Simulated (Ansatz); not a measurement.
# HfN: the cost of one run

Computed with Ansatz 0.2.0 (DFT r2SCAN, scalar-relativistic, plane waves, PAW, unless a step's input says otherwise).

## 1. The starting structure

The structure is cubic, space group Fm-3m (No. 225). The conventional cell has a = 4.518 Å, b = 4.518 Å, c = 4.518 Å, α = 90.00°, β = 90.00°, γ = 90.00°. Hf (site symmetry m-3m) is surrounded by 6 N at 2.26 Å. Around N (site symmetry m-3m) lie 6 Hf at 2.26 Å.

As a file:

```xyz
2
Lattice="0.0000 2.2590 2.2590 2.2590 0.0000 2.2590 2.2590 2.2590 0.0000" Properties=species:S:1:pos:R:3 pbc="T T T"
Hf    0.0000    0.0000    0.0000
N     2.2590    2.2590    2.2590
```

The cell is taken as given, not relaxed at this level.

## 2. Zero of energy

Reference values: F = -16121.6354 eV; pressure 1.42 GPa; largest force 0.000 eV/Å; gap on the mesh none (metal). It was computed beforehand with the settings of the runs below.

## 3. Next: energy and stress against strain

The cell is strained by ε times the Voigt pattern (0, 0, 0, 1, 0, 0) (xx, yy, zz, yz, xz, xy; engineering shear), with fractional coordinates fixed (clamped ions). The stress on the pattern is the sum of the stress components weighted by it, tension positive.

## 4. Point ε = -0.1500

Contents of input.yaml:

```yaml
crystal:
  lattice:
    - [0.0, 2.089575, 2.089575]
    - [2.259, -0.169425, 2.259]
    - [2.259, 2.259, -0.169425]
  atoms:
    - { symbol: Hf, position: [0.0, 0.0, 0.0] }
    - { symbol: "N", position: [0.5, 0.5, 0.5] }
basis:
  ecutwfc: 500
kpoints:
  mp_grid: { grid: [18, 18, 18] }
hamiltonian:
  xc: r2scan
scf:
  occupations: { method: gaussian, width: 0.15 }
output:
  forces: true
  stress: true
  eigenvalues: true
```

Command:

```bash
ansatz run input.yaml --threads 1 --pin off --max-ram 2560MiB --backend cpu --events-out ev --progress --plain --runs-dir out
```

Q: Estimate wall time and peak memory on 1 thread of Intel Xeon at 2.50GHz (Skylake/Cascade Lake), shared host.

About 1.7 min, with a peak of 0.74 GiB.
